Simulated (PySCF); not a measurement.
# CH9BN2Si: the cost of one run

Computed with PySCF 2.14.0, with density-fitted response routines of our own, on a single molecule in the gas phase. Atoms are numbered from 0 throughout.

## (1) The starting structure

14 atoms, charge 0, multiplicity 1; geometry from: GFN2-xTB. The atoms were then displaced at random by about 0.01 Å, so the start is not that level's minimum.

Bonds of the start (Å): B0–N1 1.41, N1–Si2 1.75, Si2–C3 1.85, Si2–N4 1.72, B0–H5 1.19, B0–H6 1.15, N1–H7 0.99, Si2–H8 1.51, C3–H9 1.10, C3–H10 1.11, C3–H11 1.09, N4–H12 1.03, N4–H13 0.99.

## (2) Optimising the geometry at PBE0-D3(BJ)/def2-SVP

What the job is given:

```
{"job": {"xc": "PBE0", "basis": "def2-SVP", "d3": "d3bj", "grid": 1, "shake": 0.01, "kind": "geom"}, "charge": 0, "multiplicity": 1}
B      1.967720    -1.104950    -0.923640
N      0.723780    -1.006680    -0.265880
Si    -0.061180     0.389710     0.450030
C     -1.740650    -0.109890     1.029770
N     -0.226120     1.547030    -0.812180
H      2.581620    -0.097130    -1.039750
H      2.329410    -2.105870    -1.361740
H      0.221460    -1.854830    -0.183170
H      0.778340     0.820360     1.629580
H     -2.384780    -0.477270     0.220320
H     -2.299090     0.731180     1.481960
H     -1.726630    -0.890650     1.794220
H     -0.719350     2.435790    -0.623830
H      0.548290     1.708110    -1.403440
```

Run with:

```sh
$ OMP_NUM_THREADS=1 python probes_run.py task.json out
```

The driver reads the jobs from task.json and runs them one after another.

Q: Estimate the wall time and peak memory of this first job on 1 thread of Arm Neoverse V2, shared host.

About 1.7 min, with a peak of 0.49 GiB.
